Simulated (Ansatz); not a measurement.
# MoCl6: the cost of one run

Method: DFT, PBE, plane-wave PAW, default files, scalar-relativistic, as far as a step names no other, in Ansatz 0.2.0.

1 further run of the same task is left out (it didn't finish).

### 1 Starting point

Symmetry: P-3m1, No. 164, trigonal system. The conventional cell has a = 10.650 Å, b = 10.650 Å, c = 5.681 Å, α = 90.00°, β = 90.00°, γ = 120.00°. Mo (site symmetry -3m) has 6 Cl at 2.30 Å as nearest neighbours. Mo (site symmetry 3m) has 6 Cl at 2.29 to 2.30 Å as nearest neighbours. Around Cl (site symmetry m) lie 1 Mo at 2.30 Å. Around Cl (site symmetry m) lie 1 Mo at 2.29 Å.

Coordinates:

```cif
data_structure
_symmetry_space_group_name_H-M 'P 1'
_symmetry_Int_Tables_number 1
_cell_length_a 10.6496
_cell_length_b 10.6496
_cell_length_c 5.6812
_cell_angle_alpha 90.000
_cell_angle_beta 90.000
_cell_angle_gamma 120.000
_cell_volume 558.00
loop_
_atom_site_label
_atom_site_type_symbol
_atom_site_fract_x
_atom_site_fract_y
_atom_site_fract_z
_atom_site_occupancy
Mo1 Mo 0.00000 0.00000 0.50000 1
Mo2 Mo 0.66667 0.33333 0.00485 1
Mo3 Mo 0.33333 0.66667 0.99515 1
Cl1 Cl 0.20319 0.10159 0.26673 1
Cl2 Cl 0.89841 0.79681 0.26673 1
Cl3 Cl 0.89841 0.10159 0.26673 1
Cl4 Cl 0.79681 0.89841 0.73327 1
Cl5 Cl 0.10159 0.20319 0.73327 1
Cl6 Cl 0.10159 0.89841 0.73327 1
Cl7 Cl 0.46349 0.23175 0.77157 1
Cl8 Cl 0.76825 0.53651 0.77157 1
Cl9 Cl 0.76825 0.23175 0.77157 1
Cl10 Cl 0.53651 0.76825 0.22843 1
Cl11 Cl 0.23175 0.46349 0.22843 1
Cl12 Cl 0.23175 0.76825 0.22843 1
Cl13 Cl 0.86962 0.43481 0.23857 1
Cl14 Cl 0.56519 0.13038 0.23857 1
Cl15 Cl 0.56519 0.43481 0.23857 1
Cl16 Cl 0.13038 0.56519 0.76143 1
Cl17 Cl 0.43481 0.86962 0.76143 1
Cl18 Cl 0.43481 0.56519 0.76143 1
```

### 2 First run, atoms as given

Contents of input.yaml:

```yaml
crystal:
  lattice:
    - [10.6495593406, 0.0, 0.0]
    - [-5.3247796703, 9.2227889281, 0.0]
    - [0.0, 0.0, 5.68118338]
  atoms:
    - { symbol: Mo, position: [0.0, 0.0, 0.5] }
    - { symbol: Mo, position: [0.6666666667, 0.3333333333, 0.0048496] }
    - { symbol: Mo, position: [0.3333333333, 0.6666666667, 0.9951504] }
    - { symbol: Cl, position: [0.20318797, 0.101593985, 0.26673252] }
    - { symbol: Cl, position: [0.898406015, 0.79681203, 0.26673252] }
    - { symbol: Cl, position: [0.898406015, 0.101593985, 0.26673252] }
    - { symbol: Cl, position: [0.79681203, 0.898406015, 0.73326748] }
    - { symbol: Cl, position: [0.101593985, 0.20318797, 0.73326748] }
    - { symbol: Cl, position: [0.101593985, 0.898406015, 0.73326748] }
    - { symbol: Cl, position: [0.46349325, 0.231746625, 0.77156656] }
    - { symbol: Cl, position: [0.768253375, 0.53650675, 0.77156656] }
    - { symbol: Cl, position: [0.768253375, 0.231746625, 0.77156656] }
    - { symbol: Cl, position: [0.53650675, 0.768253375, 0.22843344] }
    - { symbol: Cl, position: [0.231746625, 0.46349325, 0.22843344] }
    - { symbol: Cl, position: [0.231746625, 0.768253375, 0.22843344] }
    - { symbol: Cl, position: [0.86962486, 0.43481243, 0.23857402] }
    - { symbol: Cl, position: [0.56518757, 0.13037514, 0.23857402] }
    - { symbol: Cl, position: [0.56518757, 0.43481243, 0.23857402] }
    - { symbol: Cl, position: [0.13037514, 0.56518757, 0.76142598] }
    - { symbol: Cl, position: [0.43481243, 0.86962486, 0.76142598] }
    - { symbol: Cl, position: [0.43481243, 0.56518757, 0.76142598] }
kpoints:
  mp_grid: { grid: [3, 3, 5] }
scf:
  occupations: { method: fermi_dirac, width: 0.02 }
hamiltonian:
  xc: pbe
  pseudopotentials: { kind: paw }
output:
  forces: true
  stress: true
  populations: true
  efg:
    quadrupole_moments_barn: { Mo: -0.022, Cl: -0.08112 }
    contact_densities: true
```

On the command line:

```
ansatz run input.yaml --threads 1 --pin off --max-ram 2560MiB --backend cpu --events-out ev --progress --plain --runs-dir out
```

What time and memory should one allow on 1 thread of Arm Neoverse V1, shared host?

About 89 s, with a peak of 0.96 GiB.
